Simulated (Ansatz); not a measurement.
# HfH2: pressure against volume

One table from this session's results is given with a row withheld; the runs are named, their logs left out.

Computed with Ansatz 0.2.0 (DFT LDA, scalar-relativistic, unless a step's input says otherwise).

**The structure to begin with**

The structure is tetragonal, space group I4/mmm (No. 139). The conventional cell has a = 3.478 Å, b = 3.478 Å, c = 4.361 Å, α = 90.00°, β = 90.00°, γ = 90.00°. Hf (site symmetry 4/mmm) has 8 H at 2.05 Å in its first shell of neighbours. Around H (site symmetry -4m2) lie 4 Hf at 2.05 Å.

Structure file:

```xyz
3
Lattice="-1.7390 1.7390 2.1805 1.7390 -1.7390 2.1805 1.7390 1.7390 -2.1805" Properties=species:S:1:pos:R:3 pbc="T T T"
Hf    0.0000    0.0000    0.0000
H     0.0000    1.7390    1.0902
H     1.7390    0.0000    1.0902
```

Atoms are numbered in the order of the input: Hf1, H2, H3.

The first run:

Contents of input.yaml:

```yaml
crystal:
  lattice:
    - [-1.7035002431, 1.7035002431, 2.13598751]
    - [1.7035002431, -1.7035002431, 2.13598751]
    - [1.7035002431, 1.7035002431, -2.13598751]
  atoms:
    - { symbol: Hf, position: [0.0, 0.0, 0.0] }
    - { symbol: H, position: [0.75, 0.25, 0.5] }
    - { symbol: H, position: [0.25, 0.75, 0.5] }
kpoints:
  mp_grid: { grid: [12, 12, 12] }
  band_path:
    path:
      - [0.0, 0.0, 0.0]
      - [0.0, 0.0, 0.5]
      - [0.25, 0.25, 0.25]
      - [0.0, 0.5, 0.0]
      - [0.0, 0.0, 0.0]
      - [0.5, 0.5, -0.5]
      - [0.4090109348, 0.5909890652, -0.4090109348]
      - [-0.4090109348, 0.4090109348, 0.4090109348]
      - [0.0, 0.0, 0.0]
    npoints: 5
scf:
  occupations: { method: fermi_dirac, width: 0.03 }
hamiltonian:
  xc: lda
  pseudopotentials: { kind: all_electron, lapw: { basis_error: 0.0005 } }
output:
  forces: true
  stress: true
  eigenvalues: true
```

The run is started by

```bash
> ansatz run input.yaml --threads 1 --pin off --max-ram 4096MiB --backend cpu --events-out ev --progress --plain --runs-dir out
```

Among the steps run: Volume × 0.94, LAPW; Volume × 0.94, PAW; Volume × 0.94, crystal datasets; Volume × 0.98, LAPW; Volume × 0.98, PAW; Volume × 0.98, crystal datasets; Volume × 1.01, LAPW; Volume × 1.01, PAW; Volume × 1.01, crystal datasets; Volume × 1.04, LAPW; Volume × 1.04, PAW; Volume × 1.04, crystal datasets.

One table of the session follows, with a row left open; its other results are not shown here.

| method | volume (Å³/atom) | pressure (GPa) |
| --- | --- | --- |
| LAPW | 8.265 | 0.84 |
| LAPW | 8.616 | -5.61 |
| LAPW | 8.880 | -9.63 |
| LAPW | 9.144 | -13.08 |
| PAW | 8.265 | 0.79 |
| PAW | 8.616 | -5.64 |
| PAW | 8.880 | -9.66 |
| PAW | 9.144 | ? |
| crystal datasets | 8.265 | 0.84 |
| crystal datasets | 8.616 | -5.61 |
| crystal datasets | 8.880 | -9.63 |
| crystal datasets | 9.144 | -13.08 |

Estimate the missing values for PAW, 9.144.

The run gave: pressure (GPa): -13.10. In the column «pressure (GPa)» it is the lowest.

Caveats from the session: Shape and positions are held, so a fully relaxed modulus can be lower. Warnings in the runs' records: gradients without spin orbit, crystal datasets made.
